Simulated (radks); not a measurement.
# Ionising cobalt step by step, Co to Co¹³⁺

One table from this session's results is given with a row withheld; the runs are named, their logs left out.

Method: scalar-relativistic Kohn-Sham, BLYP, spin-polarised, spherical densities, finite nucleus; open shells are filled with parallel spins first. Code: radks (a radial shooting solver on a logarithmic mesh, Libxc functionals) version 1.

### The system

| Item | Value |
| --- | --- |
| element | cobalt (Z = 27) |
| charges | 0 to 13 |
| first configuration | [Ar] 3d7 4s2 |
| last configuration | [Ne] 3s2 3p2 |

The outer shells:

Co
```
[Ar] core
3d [↑↓][↑↓][↑ ][↑ ][↑ ]
4s [↑↓]
```

Co¹³⁺
```
[Ne] core
3s [↑↓]
3p [↑ ][↑ ][  ]
```

Set-up of the first run:

The run's settings:

```text
Z 27
configuration [Ar] 3d7 4s2
relativity scalar-relativistic
functional b88,lyp
spin polarised
nucleus finite rms 3.7875 fm
c 137.035999084
```

Among the steps run: Co, [Ar] 3d7 4s2; Co⁺, [Ar] 3d8; Co²⁺, [Ar] 3d7; Co³⁺, [Ar] 3d6; Co⁴⁺, [Ar] 3d5; Co⁵⁺, [Ar] 3d4; Co⁶⁺, [Ar] 3d3; Co⁷⁺, [Ar] 3d2; Co⁸⁺, [Ar] 3d1; Co⁹⁺, [Ar]; Co¹⁰⁺, [Ne] 3s2 3p5; Co¹¹⁺, [Ne] 3s2 3p4; Co¹²⁺, [Ne] 3s2 3p3; Co¹³⁺, [Ne] 3s2 3p2.

One table of the session follows, with a row left open; its other results are not shown here.

```
species  Δ-SCF (eV)  −ε(HOMO) (eV)
     Co       7.862          5.157
    Co⁺      18.047         11.325
   Co²⁺      33.674         25.350
   Co³⁺      52.063         42.456
   Co⁴⁺      79.452         68.095
   Co⁵⁺      103.50         91.159
   Co⁶⁺      129.40         116.16
   Co⁷⁺      156.99         142.93
   Co⁸⁺      186.13         171.32
   Co⁹⁺      275.63         260.86
  Co¹⁰⁺           ?              ?
  Co¹¹⁺      335.75         320.67
  Co¹²⁺      376.48         360.19
```

Estimate the missing values for Co¹⁰⁺.

The run gave: Δ-SCF (eV): 305.55; −ε(HOMO) (eV): 290.57. In the column «Δ-SCF (eV)» it lies between Co⁹⁺ (275.63) and Co¹¹⁺ (335.75).

Reference values: NIST Atomic Spectra Database (exp. measured, semi-emp. semi-empirical, theory a theoretical value adopted there). Per unit of the charge left behind, the cost jumps most at Co⁹⁺ ([Ar]): from 186.13 to 275.63 eV. There the highest level belongs to another shell. Against the measured or semi-empirical entries the Δ-SCF values err by +0.6 % on average (signed), at worst +5.6 % (Co⁺). Minus the highest eigenvalue gives 63 to 96 % of the Δ-SCF value along the ladder. Open shells are spherical and high-spin; term and fine-structure splittings are not resolved.

**Measured values.**

From NIST Atomic Spectra Database: ionisation energy of Co 7.88101 eV; ionisation energy of Co⁺ 17.0844 eV; ionisation energy of Co⁸⁺ 186.14 ± 0.25 eV.
